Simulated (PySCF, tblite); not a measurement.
# C₆H₉BO₂Si: geometry, infrared bands and NMR shifts

What infrared bands and NMR shifts should C₆H₉BO₂Si (`CC#CB1OCOC=C1[SiH3]`) show?

The runs use tblite 0.8.0 and PySCF 2.14.0, with density-fitted response routines of our own; the level of theory stands in each step. All values are computed, except where a source is named. Atoms are numbered from 0 throughout.

## 1. Starting geometry

19 atoms, charge 0, multiplicity 1; geometry from: force field or distance geometry start.

Bonds of the start (Å): C0–C1 1.48, C1–C2 1.19, C2–B3 1.55, B3–O4 1.48, O4–C5 1.41, C5–O6 1.44, O6–C7 1.41, C7–C8 1.33, C8–Si9 1.84, C8–B3 1.55, C0–H10 1.10, C0–H11 1.11, C0–H12 1.11, C5–H13 1.12, C5–H14 1.10, C7–H15 1.09, Si9–H16 1.47, Si9–H17 1.47, Si9–H18 1.47.

## 2. Relaxing the molecule with GFN2-xTB

Job settings and geometry (Å):

```
{"job": {"kind": "relax", "xc": "GFN2-xTB", "basis": "xTB"}, "charge": 0, "multiplicity": 1}
C      3.572900    -1.174100     0.459100
C      2.164400    -0.934700     0.076700
C      1.029400    -0.749900    -0.217600
B     -0.444700    -0.487200    -0.619600
O     -1.363300    -1.633600    -0.816100
C     -2.362700    -1.586400     0.177900
O     -3.071700    -0.336800     0.131300
C     -2.396800     0.888400    -0.027900
C     -1.107900     0.897500    -0.374500
Si    -0.153600     2.474600    -0.439000
H      4.072800    -1.733400    -0.351100
H      3.599000    -1.763600     1.400900
H      4.067600    -0.195800     0.623600
H     -1.912000    -1.738700     1.190700
H     -3.080300    -2.403700     0.009800
H     -2.947100     1.808700     0.140000
H      0.416000     2.758900     0.888200
H     -1.033900     3.574500    -0.847000
H      0.942200     2.344700    -1.413000
```

Started as:

```console
$ OMP_NUM_THREADS=1 python probes_run.py task.json out
```

This one command runs all jobs of the session in turn.

**Question.** This job is followed by: GFN2-xTB harmonic vibrations, gas phase; GIAO PBE0/pcSseg-1 NMR shielding, non-relativistic, gas phase. What will the session give for the following? strongest single infrared mode (GFN2-xTB); zero-point energy (GFN2-xTB); 13C shifts against TMS (PBE0/pcSseg-1); 1H shifts against TMS (PBE0/pcSseg-1, means over atoms taken as alike); 11B shifts against BF3·OEt2 (PBE0/pcSseg-1); 17O shifts against H2O (PBE0/pcSseg-1); 29Si shifts against TMS (PBE0/pcSseg-1).

**Answer**, as computed:

| quantity | value |
| --- | --- |
| strongest single infrared mode (GFN2-xTB) | 1606 cm⁻¹, 456 km/mol |
| zero-point energy (GFN2-xTB) | 82.6 kcal/mol |
| 13C shifts against TMS (PBE0/pcSseg-1) | 172.4, 117.1, 106.9, 90.7, 90.3, 6.3 ppm |
| 1H shifts against TMS (PBE0/pcSseg-1, means over atoms taken as alike) | 7.27, 5.80, 4.23, 2.20 ppm |
| 11B shifts against BF3·OEt2 (PBE0/pcSseg-1) | 27.7 ppm |
| 17O shifts against H2O (PBE0/pcSseg-1) | 177.8, 176.5 ppm |
| 29Si shifts against TMS (PBE0/pcSseg-1) | -74.3 ppm |

In words: Over 107 steps the energy fell by 0.938 eV; of the close pairs, B3–O4 changed most, 1.482 to 1.360 Å. The lowest mode is slightly imaginary (3i cm⁻¹), a soft motion within the noise of the Hessian, so the minimum is not strictly shown. The strongest single mode, at 1606 cm⁻¹, moves mainly C7 and C8. GFN2-xTB is a fitted tight-binding method: band positions and strengths are rough. Its intensities can rank the bands wrongly. C7 (alkene carbon bearing oxygen) lies farthest downfield among carbon, at 172.4 ppm; an sp2 carbon further deshielded by the attached heteroatom. The most deshielded hydrogen is H15 (hydrogen on an alkene carbon bearing oxygen), at 7.27 ppm: attached to an sp2 carbon and in the plane of the double bond. At PBE0/pcSseg-1: The widest tensor belongs to O4: span 318 ppm, with a paramagnetic part of -237 ppm.
